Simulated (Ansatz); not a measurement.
**C3H7Al: a ladder of functionals and wavefunction methods**

Aim: compute C3H7Al with functionals from several rungs and with coupled cluster, and see how far each lands from CCSD(T) at the basis-set limit for the atomisation energy.

Computed with Ansatz 0.2.0, Gaussian basis. Level: functionals in def2-TZVPP, the program's frozen cores in correlated methods.

Plan: LDA (SPW92), PBE-D4, revPBE-D4, BLYP-D4, r2SCAN-D4, B97M-V, PBE0-D4, B3LYP-D4, r2SCANh-D4, r2SCAN0-D4, HSE06-D4, BHLYP-D4, CAM-B3LYP-D4, LC-ωPBE, ωB97X-V, ωB97M-V, B2PLYP, PBE-QIDH; CCSD(T)/def2-SVP; CCSD(T)/def2-TZVPP; MP2/def2-QZVPP; extrapolation to the limit; RPA on PBE.

## (1) The relaxed structure

All runs share one geometry, relaxed beforehand with PBE0-D4 in a triple-zeta def2 set.

SMILES `C[CH]1[CH2][AlH]1`, 11 atoms, charge 0, spin multiplicity 1.

Atoms are counted from 1 here; the program's logs count them from 0.

Bond lengths: C1–C2 1.509 Å, C1–H5 1.093 Å, C1–H6 1.095 Å, C1–H7 1.098 Å, C2–C3 1.582 Å, C2–Al4 1.915 Å, C2–H8 1.093 Å, C3–Al4 1.906 Å, C3–H9 1.092 Å, C3–H10 1.088 Å, Al4–H11 1.576 Å. Angles: C2–C1–H5 111.5°, C2–C1–H6 111.8°, C2–C1–H7 111.5°, H5–C1–H6 107.0°, H5–C1–H7 107.8°, H6–C1–H7 106.9°, C1–C2–C3 117.1°, C1–C2–Al4 130.3°, C1–C2–H8 111.4°, C3–C2–Al4 65.3°, C3–C2–H8 110.3°, Al4–C2–H8 113.1°, C2–C3–Al4 65.8°, C2–C3–H9 112.7°, C2–C3–H10 116.4°, Al4–C3–H9 116.9°, Al4–C3–H10 127.1°, H9–C3–H10 110.0° and more.

## (2) LDA

This LDA is Slater exchange with PW92 correlation.

in.yaml reads:

```yaml
crystal:
  periodic: [false, false, false]
  atoms:
    - {symbol: C, position_ang: [-0.804031, 1.212509, 0.035518]}
    - {symbol: C, position_ang: [-0.024966, 0.044499, -0.518584]}
    - {symbol: C, position_ang: [1.170620, -0.506922, 0.358554]}
    - {symbol: Al, position_ang: [-0.129605, -1.822049, -0.104420]}
    - {symbol: H, position_ang: [-1.688157, 1.428743, -0.570216]}
    - {symbol: H, position_ang: [-1.152753, 1.022116, 1.055394]}
    - {symbol: H, position_ang: [-0.192311, 2.123221, 0.071924]}
    - {symbol: H, position_ang: [0.312356, 0.238704, -1.540452]}
    - {symbol: H, position_ang: [1.150036, -0.130173, 1.383493]}
    - {symbol: H, position_ang: [2.169586, -0.394767, -0.058941]}
    - {symbol: H, position_ang: [-0.745476, -3.272983, -0.091467]}
basis:
  gaussian: {orbitals: def2-TZVPP}
hamiltonian: {xc: lda}
output: {orbitals: {seedname: orbitals}}
```

Started as:

```
ansatz run in.yaml --threads 2 --pin off --events-out ev --progress --plain --max-ram 4352MiB
```

The runs that follow: PBE-D4 (GGA); revPBE-D4 (GGA); BLYP-D4 (GGA); r2SCAN-D4 (meta-GGA); B97M-V (meta-GGA); PBE0-D4 (hybrid); B3LYP-D4 (hybrid); r2SCANh-D4 (hybrid); r2SCAN0-D4 (hybrid); HSE06-D4 (hybrid); BHLYP-D4 (hybrid); CAM-B3LYP-D4 (range-separated); LC-ωPBE (range-separated); ωB97X-V (range-separated); ωB97M-V (range-separated); B2PLYP (double hybrid); PBE-QIDH (double hybrid); CCSD(T) in def2-SVP; CCSD(T) in def2-TZVPP; MP2 in def2-QZVPP; RPA on PBE orbitals.

**Question.** What will the summary of the whole plan be? Wanted: atomisation energy, CCSD(T)/CBS; farthest beyond LDA; mean size of error, GGA; mean size of error, meta-GGA; mean size of error, hybrid; mean size of error, range-separated; mean size of error, double hybrid; gap, smallest and largest; T1 diagnostic.

**Answer**, as computed:

| quantity | value |
| --- | --- |
| atomisation energy, CCSD(T)/CBS | 940.4 kcal/mol |
| functionals within 4.7 kcal/mol (0.5 %) | revPBE-D4, B3LYP-D4, r2SCANh-D4, r2SCAN0-D4, CAM-B3LYP-D4, LC-ωPBE, ωB97X-V, ωB97M-V, PBE-QIDH |
| farthest beyond LDA | BHLYP-D4 (-21.4 kcal/mol) |
| mean size of error, GGA | 8.7 kcal/mol |
| mean size of error, meta-GGA | 6.3 kcal/mol |
| mean size of error, hybrid | 6.5 kcal/mol |
| mean size of error, range-separated | 2.5 kcal/mol |
| mean size of error, double hybrid | 5.1 kcal/mol |
| gap, smallest and largest | 2.45 eV (LDA (SPW92)), 9.02 eV (LC-ωPBE) |
| T1 diagnostic | 0.0104 |
| triples share of the correlation energy | 4.0 % |

**Reading.** The LDA atomisation energy is off by 126.9 kcal/mol (13 %): it overbinds. PBE-D4 is off by +16.4 kcal/mol. Double hybrids carry the basis error of their MP2 part in triple zeta, and no dispersion term here, so their miss is partly the set-up's. By mean error the best rung here is range-separated (2.5 kcal/mol) and the worst beyond LDA is GGA (8.7 kcal/mol). The reference freezes the cores and leaves out relativity and excitations past (T), so misses under about 4.7 kcal/mol can't be ranked. Hartree-Fock recovers 74 % of the binding; the rest is correlation. CCSD(T) in def2-SVP is off by -39.6 kcal/mol, worse than the median functional, from the basis alone. Orbital gaps span 2.4 to 9.0 eV; exact exchange widens them.
